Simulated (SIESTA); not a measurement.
Runs of SIESTA 5.4.2 on Co. The cell holds a sheet with vacuum, 1 atom: a = 2.347 Å, b = 2.347 Å, c = 23.800 Å, α = 90.00°, β = 90.00°, γ = 120.00°. The cell was built by a generator and needn't be a form met in nature.

```tsv
level	U	gap on the mesh (eV)	moment (μB)	work function (eV)
PBE+U	Co d U = 6 eV	none	(a)	4.33
PBE+U	Co d U = 8 eV	none	2.14	(b)
PBE	-	none	1.73	(c)
PBE+U	Co d U = 2 eV	none	2.01	4.85
```

Alike in all rows: task single point; potentials or basis PseudoDojo 0.4 standard (PBE files), DZP (energy shift 0.003 Ry; two zetas on semicore shells); spin collinear, ferromagnetic start; cell as given; k mesh 13 × 13 × 1; smearing fermi-dirac 0.05 eV; grid cutoff 800 Ry; energy shift 0.003 Ry.

Estimate the missing entries.

(a) 2.15; (b) 4.59; (c) 5.07.

Caveats: the basis of atomic orbitals isn't converged, which shifts pressures, moduli and gaps; the U is typed as a test and isn't derived for this compound (some runs).

A gap of «none» marks a metal or a gap under the smearing width.
